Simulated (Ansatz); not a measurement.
# C2H15NSi4: the cost of one run

Method: RKS BLYP-D4/STO-3G, in Ansatz 0.2.0.

### 1 The system as given

Bond lengths (14 of 21 bonds, heavy atoms first): Si1–N2 1.820 Å, N2–C3 1.470 Å, N2–C7 1.470 Å, Si1–Si11 2.220 Å, Si1–Si15 2.218 Å, Si1–Si19 2.218 Å, C3–H4 1.110 Å, C3–H5 1.110 Å, C3–H6 1.110 Å, C7–H8 1.110 Å, C7–H9 1.110 Å, C7–H10 1.110 Å, Si11–H12 1.460 Å, Si11–H13 1.460 Å. Angles (14 of 39 angles, heavy atoms first): Si1–N2–C3 120.0°, Si1–N2–C7 120.0°, C3–N2–C7 120.0°, N2–Si1–Si11 109.5°, N2–Si1–Si15 109.5°, N2–Si1–Si19 109.5°, Si11–Si1–Si15 109.5°, Si11–Si1–Si19 109.5°, Si15–Si1–Si19 109.5°, N2–C3–H4 109.5°, N2–C3–H5 109.5°, N2–C3–H6 109.5°, N2–C7–H8 109.5°, N2–C7–H9 109.5°.

Coordinates:

```xyz
22

Si    0.0000    0.0000    0.0000
N     0.0000    0.0000    1.8200
C    -1.2162   -0.3762    2.5550
H    -1.8642   -0.9999    1.9045
H    -0.9378   -0.9533    3.4614
H    -1.7663    0.5401    2.8549
C     1.2162    0.3762    2.5550
H     1.4641   -0.4163    3.2916
H     2.0585    0.4943    1.8418
H     1.0457    1.3351    3.0874
Si    2.0935    0.0000   -0.7393
H     2.5508   -1.3762   -0.9079
H     2.1573    0.6939   -2.0222
H     2.9510    0.6823    0.2255
Si   -1.0456    1.8115   -0.7393
H    -2.4302    1.4780   -1.0607
H    -1.0215    2.8436    0.2931
H    -0.3743    2.3069   -1.9374
Si   -1.0456   -1.8115   -0.7393
H    -1.7029   -2.4846    0.3772
H    -2.0454   -1.4265   -1.7311
H    -0.0777   -2.7173   -1.3511
```

### 2 Relaxing the start

input.yaml

```yaml
crystal:
  periodic: [false, false, false]
  atoms:
    - { symbol: Si, position_ang: [0.0, 0.0, 0.0] }
    - { symbol: "N", position_ang: [0.0, 0.0, 1.82] }
    - { symbol: C, position_ang: [-1.2162, -0.3762, 2.555] }
    - { symbol: H, position_ang: [-1.8642, -0.9999, 1.9045] }
    - { symbol: H, position_ang: [-0.9378, -0.9533, 3.4614] }
    - { symbol: H, position_ang: [-1.7663, 0.5401, 2.8549] }
    - { symbol: C, position_ang: [1.2162, 0.3762, 2.555] }
    - { symbol: H, position_ang: [1.4641, -0.4163, 3.2916] }
    - { symbol: H, position_ang: [2.0585, 0.4943, 1.8418] }
    - { symbol: H, position_ang: [1.0457, 1.3351, 3.0874] }
    - { symbol: Si, position_ang: [2.0935, 0.0, -0.7393] }
    - { symbol: H, position_ang: [2.5508, -1.3762, -0.9079] }
    - { symbol: H, position_ang: [2.1573, 0.6939, -2.0222] }
    - { symbol: H, position_ang: [2.951, 0.6823, 0.2255] }
    - { symbol: Si, position_ang: [-1.0456, 1.8115, -0.7393] }
    - { symbol: H, position_ang: [-2.4302, 1.478, -1.0607] }
    - { symbol: H, position_ang: [-1.0215, 2.8436, 0.2931] }
    - { symbol: H, position_ang: [-0.3743, 2.3069, -1.9374] }
    - { symbol: Si, position_ang: [-1.0456, -1.8115, -0.7393] }
    - { symbol: H, position_ang: [-1.7029, -2.4846, 0.3772] }
    - { symbol: H, position_ang: [-2.0454, -1.4265, -1.7311] }
    - { symbol: H, position_ang: [-0.0777, -2.7173, -1.3511] }
basis:
  gaussian: { orbitals: STO-3G }
hamiltonian:
  xc: blyp
  dispersion: d4
relax:
  f_tol: 0.02
  max_steps: 40
output:
  orbitals: {}
```

On the command line:

```bash
$ ansatz run input.yaml --threads 1 --pin off --max-ram 2048MiB --backend cpu --events-out ev --progress --plain --runs-dir out
```

What time and memory should one allow on 1 thread of Arm Neoverse V1, shared host?

About 4.6 min, with a peak of 0.15 GiB.
